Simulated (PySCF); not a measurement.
# C12H9ClS3: the cost of one run

Computed with PySCF 2.14.0 and routines of our own; the level stands in each step. Atoms count from 0.

## 1. The starting structure

25 atoms, charge 0, multiplicity 1; geometry from: GFN2-xTB.

## 2. Electronic excitations: TDDFT PBE/def2-SV(P)

Job settings and geometry (Å):

```
{"job": {"kind": "uv", "basis": "def2-SV(P)", "grid": 1, "kgrid": 1, "vcut": 1.0, "nstates": 5, "ntriplets": 2, "tda": false, "delta": ["ip_vertical"], "pop": false, "xc": "PBE"}, "charge": 0, "multiplicity": 1}
Cl    -2.368362     0.335191    -2.141776
C     -1.845882     0.585278    -0.517830
C     -1.482616     1.855653    -0.099105
C     -1.062207     2.039982     1.206694
C     -0.982625     0.969552     2.078904
C     -1.342571    -0.295101     1.638308
S     -1.186693    -1.666299     2.769205
S     -0.412511    -3.112264     1.538078
S      1.578718    -2.691153     1.341590
C      1.512695    -1.414196     0.086028
C      0.955533    -1.681721    -1.153459
C      0.901191    -0.676729    -2.101761
C      1.404016     0.581460    -1.812579
C      1.959117     0.839068    -0.570572
C      2.014872    -0.159295     0.385967
C     -1.794341    -0.495064     0.344308
H     -1.529981     2.684335    -0.787114
H     -0.781916     3.026363     1.542938
H     -0.640926     1.103719     3.092983
H      0.563700    -2.665449    -1.365125
H      0.465567    -0.877984    -3.068417
H      1.362398     1.361620    -2.557817
H      2.348644     1.819529    -0.341367
H      2.443858     0.026074     1.358671
H     -2.086239    -1.478082     0.008648
```

Level: TDDFT PBE/def2-SV(P), vertical, gas phase, core orbitals frozen in the response, virtual orbitals cut by energy.

Launch:

```console
> OMP_NUM_THREADS=1 python large_run.py task.json out
```

This one command runs all jobs of the session in turn.

**Question.** How long does this first job take on 1 thread of AMD EPYC 7R43, shared host, and how much memory does it need?

About 85 s, with a peak of 0.55 GiB.
